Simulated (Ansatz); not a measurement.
**C₆H₁₄S: taking an electron away**

An exercise on one series of results from a longer session: the logs are not shown, and one member is left open.

Computed with Ansatz 0.2.0, Gaussian basis. Level: unrestricted cation, the program's frozen cores in correlated methods.

The runs, in order: UKS PBE-D4/def2-TZVPP; UKS r2SCAN-D4/def2-TZVPP; UKS PBE0-D4/def2-TZVPP; UKS B3LYP-D4/def2-TZVPP; UKS wB97X-V/def2-TZVPP; UKS wB97M-V/def2-TZVPP; UKS B2PLYP/def2-TZVPP; UHF-CCSD(T)/def2-TZVPP; UHF-MP2/def2-QZVPP; extrapolation to the limit; then −ε(HOMO) from the neutral's earlier runs with LDA (SPW92), PBE-D4, revPBE-D4, BLYP-D4, r2SCAN-D4, B97M-V, PBE0-D4, B3LYP-D4, r2SCANh-D4, r2SCAN0-D4, HSE06-D4, BHLYP-D4, CAM-B3LYP-D4, LC-ωPBE, ωB97X-V, ωB97M-V.

## Structure used throughout

An earlier PBE0-D4 in a triple-zeta def2 set relaxation fixed the geometry.

SMILES `CCCCSCC`, 21 atoms, charge 0, spin multiplicity 1.

Atoms are counted from 1 here; the program's logs count them from 0.

Bond lengths: C1–C2 1.520 Å, C1–H8 1.093 Å, C1–H9 1.092 Å, C1–H10 1.094 Å, C2–C3 1.525 Å, C2–H11 1.097 Å, C2–H12 1.095 Å, C3–C4 1.518 Å, C3–H13 1.094 Å, C3–H14 1.095 Å, C4–S5 1.804 Å, C4–H15 1.094 Å, C4–H16 1.093 Å, S5–C6 1.806 Å, C6–C7 1.515 Å, C6–H17 1.093 Å, C6–H18 1.093 Å, C7–H19 1.092 Å and more. Angles: C2–C1–H8 112.0°, C2–C1–H9 111.2°, C2–C1–H10 111.0°, H8–C1–H9 107.3°, H8–C1–H10 107.6°, H9–C1–H10 107.7°, C1–C2–C3 114.1°, C1–C2–H11 109.6°, C1–C2–H12 109.2°, C3–C2–H11 109.3°, C3–C2–H12 108.4°, H11–C2–H12 106.0°, C2–C3–C4 113.3°, C2–C3–H13 108.7°, C2–C3–H14 110.0°, C4–C3–H13 109.3°, C4–C3–H14 108.9°, H13–C3–H14 106.4° and more.

The first run:

The input, in.yaml:

```yaml
crystal:
  periodic: [false, false, false]
  atoms:
    - {symbol: C, position_ang: [0.682988, -2.331325, -1.945467]}
    - {symbol: C, position_ang: [1.063794, -0.904596, -1.584342]}
    - {symbol: C, position_ang: [-0.075076, -0.090966, -0.978894]}
    - {symbol: C, position_ang: [-0.544887, -0.621319, 0.363718]}
    - {symbol: S, position_ang: [-1.905850, 0.297215, 1.111874]}
    - {symbol: C, position_ang: [-1.166972, 1.920601, 1.397880]}
    - {symbol: C, position_ang: [0.011710, 1.924129, 2.349925]}
    - {symbol: H, position_ang: [0.413904, -2.918715, -1.064462]}
    - {symbol: H, position_ang: [1.509911, -2.847183, -2.438495]}
    - {symbol: H, position_ang: [-0.172273, -2.347530, -2.627353]}
    - {symbol: H, position_ang: [1.911015, -0.914580, -0.888332]}
    - {symbol: H, position_ang: [1.418305, -0.388952, -2.482680]}
    - {symbol: H, position_ang: [0.256996, 0.945260, -0.861917]}
    - {symbol: H, position_ang: [-0.925731, -0.066358, -1.668326]}
    - {symbol: H, position_ang: [0.288730, -0.685549, 1.069704]}
    - {symbol: H, position_ang: [-0.946440, -1.632676, 0.263861]}
    - {symbol: H, position_ang: [-1.992484, 2.508747, 1.807006]}
    - {symbol: H, position_ang: [-0.903343, 2.377222, 0.440686]}
    - {symbol: H, position_ang: [0.857451, 1.364583, 1.944376]}
    - {symbol: H, position_ang: [-0.260155, 1.475728, 3.307338]}
    - {symbol: H, position_ang: [0.354004, 2.947064, 2.530900]}
basis:
  gaussian: {orbitals: def2-TZVPP}
total_charge: 1
magnetization: {spin_polarized: true, initial_magnetization: 1}
hamiltonian: {xc: pbe, dispersion: d4}
```

On the command line:

```
$ ansatz run in.yaml --threads 2 --pin off --events-out ev --progress --plain --max-ram 32768MiB --backend cuda --devices 0, --max-vram 18GiB
```

Steps of the session up to this table: Cation, UKS PBE-D4/def2-TZVPP; Cation, UKS r2SCAN-D4/def2-TZVPP; Cation, UKS PBE0-D4/def2-TZVPP; Cation, UKS B3LYP-D4/def2-TZVPP; Cation, UKS wB97X-V/def2-TZVPP; Cation, UKS wB97M-V/def2-TZVPP; Cation, UKS B2PLYP (frozen core)/def2-TZVPP; Cation, UHF-CCSD(T)/def2-TZVPP; Cation, UHF-MP2/def2-QZVPP.

One table of the session follows, with a row left open; its other results are not shown here.

Orbital estimates, from the neutral's runs:

| functional | −ε(HOMO) (eV) |
| --- | --- |
| LDA (SPW92) | 5.08 |
| PBE-D4 | 4.96 |
| revPBE-D4 | 4.91 |
| BLYP-D4 | 4.82 |
| r2SCAN-D4 | 5.19 |
| B97M-V | 5.32 |
| PBE0-D4 | 6.17 |
| B3LYP-D4 | 5.95 |
| r2SCANh-D4 | 5.64 |
| r2SCAN0-D4 | 6.32 |
| HSE06-D4 | 5.77 |
| BHLYP-D4 | 7.27 |
| CAM-B3LYP-D4 | 7.52 |
| LC-ωPBE | ? |
| ωB97X-V | 8.56 |
| ωB97M-V | 8.41 |

Q: Estimate the row for LC-ωPBE from the others.

The run gave: −ε(HOMO) (eV): 8.90. In the column «−ε(HOMO) (eV)» it is the highest.

Caveats from the session: The cation may have settled in a state other than its lowest; no search over hole states beyond the program's own was made.
